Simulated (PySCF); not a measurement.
# AsH+: a composite coupled-cluster curve

What constants does extrapolated CCSD(T) give for AsH+, and what does each step add?

Computed with PySCF 2.14.0. Level: CCSD(T) on ROHF, scalar-relativistic core potentials.

2 further runs of the same task are left out: 2 set aside as unsound or not needed.

## Step 1: Set-up

```yaml
molecule: AsH+
state: doublet, unpaired electrons π ↑
smaller_basis: As cc-pwCVDZ-PP with ECP10, H aug-cc-pVDZ
larger_basis: As cc-pwCVTZ-PP with ECP10, H aug-cc-pVTZ
frozen_core_orbitals: 4
extrapolation: correlation as n⁻³ (n = 2, 3), Hartree–Fock as (n+1)·exp(−9√n)
corrections: none
distances_Å: 1.3578, 1.4195, 1.4813, 1.5430, 1.6047, 1.6818, 1.7590
masses_u: 74.9216, 1.0078
dissociation_limit: As+ + H
```

The run is started by

```console
OMP_NUM_THREADS=4 python comp.py task.json out
```

## Step 2: Coupled cluster at each distance

**Question.** What will these runs give? Wanted: for each run, Re; ωe; ωexe; αe; De.

**Answer**, as computed:

```
                 level  Re (Å)  ωe (cm⁻¹)  ωexe (cm⁻¹)  αe (cm⁻¹)  De (eV)
CCSD(T), smaller basis  1.5283     2185.7         38.7      0.199    2.912
 CCSD(T), larger basis  1.5220     2193.6         37.6      0.202    3.088
                HF/CBS  1.5109     2334.4         30.1      0.171    2.107
               MP2/CBS  1.5081     2283.5         33.1      0.187    2.962
              CCSD/CBS  1.5176     2223.4         35.8      0.196    3.121
           CCSD(T)/CBS  1.5205     2199.4         37.2      0.201    3.157
```

**Reading.** The last step gives Re = 1.5205 Å, ωe = 2199.4 cm⁻¹ and De = 3.157 eV; the smaller basis alone is off from it by +7.8 mÅ and -0.24 eV. Near the minimum the mean field binds by 2.10 eV and correlation adds 1.05 eV of binding. T1 is 0.013. Spin–orbit coupling and excitations beyond (T) are left out.
